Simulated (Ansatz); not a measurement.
# F₂GeH₄N₂: up Jacob's ladder to CCSD(T)

Aim: compute F₂GeH₄N₂ with functionals from several rungs and with coupled cluster. The yardstick is the atomisation energy at the CCSD(T) limit.

Computed with Ansatz 0.2.0, Gaussian basis. Level: functionals in def2-TZVPP, the program's frozen cores in correlated methods.

Plan: LDA (SPW92), PBE-D4, revPBE-D4, BLYP-D4, r2SCAN-D4, B97M-V, PBE0-D4, B3LYP-D4, r2SCANh-D4, r2SCAN0-D4, HSE06-D4, BHLYP-D4, CAM-B3LYP-D4, LC-ωPBE, ωB97X-V, ωB97M-V, B2PLYP, PBE-QIDH; CCSD(T)/def2-SVP; CCSD(T)/def2-TZVPP; MP2/def2-QZVPP; extrapolation to the limit; RPA on PBE.

### Step 1. Structure used throughout

The geometry comes from an earlier relaxation with PBE0-D4 in a triple-zeta def2 set; it is a stationary point, not always the lowest conformer.

SMILES `[NH2][Ge]([NH2])([F])[F]`, 9 atoms, charge 0, spin multiplicity 1.

Atoms are counted from 1 here; the program's logs count them from 0.

Bond lengths: N1–Ge2 1.794 Å, N1–H6 1.009 Å, N1–H7 1.009 Å, Ge2–N3 1.794 Å, Ge2–F4 1.728 Å, Ge2–F5 1.728 Å, N3–H8 1.009 Å, N3–H9 1.009 Å. Angles: Ge2–N1–H6 115.9°, Ge2–N1–H7 115.5°, H6–N1–H7 110.7°, N1–Ge2–N3 111.5°, N1–Ge2–F4 116.3°, N1–Ge2–F5 105.0°, N3–Ge2–F4 105.0°, N3–Ge2–F5 116.3°, F4–Ge2–F5 102.8°, Ge2–N3–H8 115.5°, Ge2–N3–H9 115.8°, H8–N3–H9 110.7°.

### Step 2. LDA

This LDA is Slater exchange with PW92 correlation.

The input, in.yaml:

```yaml
crystal:
  periodic: [false, false, false]
  atoms:
    - {symbol: N, position_ang: [-0.357191, 1.470639, -0.432923]}
    - {symbol: Ge, position_ang: [0.131097, -0.254280, -0.371117]}
    - {symbol: N, position_ang: [0.088807, -0.889551, 1.305848]}
    - {symbol: F, position_ang: [-0.830095, -1.356454, -1.291011]}
    - {symbol: F, position_ang: [1.658793, -0.315444, -1.175664]}
    - {symbol: H, position_ang: [-1.289139, 1.676090, -0.105175]}
    - {symbol: H, position_ang: [-0.173063, 1.942648, -1.305620]}
    - {symbol: H, position_ang: [0.163472, -1.892194, 1.392022]}
    - {symbol: H, position_ang: [0.695719, -0.427853, 1.966640]}
basis:
  gaussian: {orbitals: def2-TZVPP}
hamiltonian: {xc: lda}
output: {orbitals: {seedname: orbitals}}
```

Further steps of the session: PBE-D4 (GGA); revPBE-D4 (GGA); BLYP-D4 (GGA); r2SCAN-D4 (meta-GGA); B97M-V (meta-GGA); PBE0-D4 (hybrid); B3LYP-D4 (hybrid); r2SCANh-D4 (hybrid); r2SCAN0-D4 (hybrid); HSE06-D4 (hybrid); BHLYP-D4 (hybrid); CAM-B3LYP-D4 (range-separated); LC-ωPBE-D4 (range-separated); ωB97X-V (range-separated); ωB97M-V (range-separated); B2PLYP (double hybrid); PBE-QIDH (double hybrid); CCSD(T) in def2-SVP; CCSD(T) in def2-TZVPP; MP2 in def2-QZVPP; RPA on PBE orbitals.

**Question.** What will the summary of the whole plan be? Wanted: atomisation energy, CCSD(T)/CBS; farthest beyond LDA; mean size of error, GGA; mean size of error, meta-GGA; mean size of error, hybrid; mean size of error, range-separated; mean size of error, double hybrid; gap, smallest and largest; T1 diagnostic.

**Answer**, as computed:

| quantity | value |
| --- | --- |
| atomisation energy, CCSD(T)/CBS | 3195.8 kJ/mol |
| functionals within 32.0 kJ/mol (1.0 %) | BLYP-D4, B97M-V, B3LYP-D4, CAM-B3LYP-D4, LC-ωPBE, ωB97X-V, ωB97M-V |
| farthest beyond LDA | BHLYP-D4 (-165.2 kJ/mol) |
| mean size of error, GGA | 37.2 kJ/mol |
| mean size of error, meta-GGA | 26.7 kJ/mol |
| mean size of error, hybrid | 80.0 kJ/mol |
| mean size of error, range-separated | 12.0 kJ/mol |
| mean size of error, double hybrid | 57.7 kJ/mol |
| gap, smallest and largest | 5.61 eV (BLYP-D4), 13.42 eV (LC-ωPBE) |
| T1 diagnostic | 0.0113 |
| triples share of the correlation energy | 3.3 % |

In words: LDA overbinds by 512.7 kJ/mol (16 %). PBE-D4 misses by +48.9 kJ/mol. Double hybrids carry the basis error of their MP2 part in triple zeta, and no dispersion term here, so their miss is partly the set-up's. The rungs range-separated, meta-GGA miss on average by less than the doubt on the reference (32.0 kJ/mol), so they tie. Misses under about 32.0 kJ/mol are within the doubt on the reference itself, which lacks core-valence correlation, relativity and higher excitations, and its outer-core shells are covered unevenly. Hartree-Fock recovers 66 % of the binding; the rest is correlation. CCSD(T) in def2-SVP is off by -284.7 kJ/mol, worse than the median functional, from the basis alone. Orbital gaps span 5.6 to 13.4 eV; exact exchange widens them. Correlated methods include outer-core shells of Ge, which these sets cover unevenly.
